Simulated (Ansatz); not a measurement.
Runs of Ansatz 0.2.0 on HfGe. Symmetry: Pm-3m, No. 221, cubic system. Conventional cell: a = 3.501 Å, b = 3.501 Å, c = 3.501 Å, α = 90.00°, β = 90.00°, γ = 90.00°. Hf (site symmetry m-3m) has 8 Ge at 3.03 Å as nearest neighbours. Ge (site symmetry m-3m) has 8 Hf at 3.03 Å as nearest neighbours. The cell was built by a generator and needn't be a form met in nature.

```csv
task,level,spin,cell,k mesh,smearing,points for each segment of the path,gap on the mesh (eV),pressure (GPa)
band structure,PBE,off,as given,8 × 8 × 8,fermi-dirac 0.05 eV,14,none,-11.3
band structure,LDA,off,as given,8 × 8 × 8,fermi-dirac 0.05 eV,14,none,-17.6
band structure,PBE,"SOC, no magnetisation",as given,6 × 6 × 6,fermi-dirac 0.05 eV,14,none,-11.9
single point,PBE,off,as given,8 × 8 × 8,gaussian 0.011 eV,-,none,(a)
relaxation of cell and atoms,PBE,off,relaxed,8 × 8 × 8,fermi-dirac 0.05 eV,-,none,0.0
```

Alike in all rows: potentials or basis Ansatz PAW; cutoff (eV) 420.

**Question.** Estimate the missing entries.

**Answer.** (a) -11.4.

Caveats: spin-orbit coupling is left out, which moves the levels of the heavy elements (some runs); so large a pressure means that the cell lies far from this level's equilibrium, or that cutoff or potentials fall short (some runs); the PAW data sets come from PBE, with cores solved anew for the run's functional, which leaves a small shift of forces and pressure (some runs); the plane-wave basis is chosen anew once the cell has moved, so the energies of steps on either side of that aren't comparable (some runs).

A k mesh can miss the band edges, and rows without SOC leave out spin-orbit coupling on Ge, Hf.

A gap of «none» marks a metal or a gap under the smearing width.
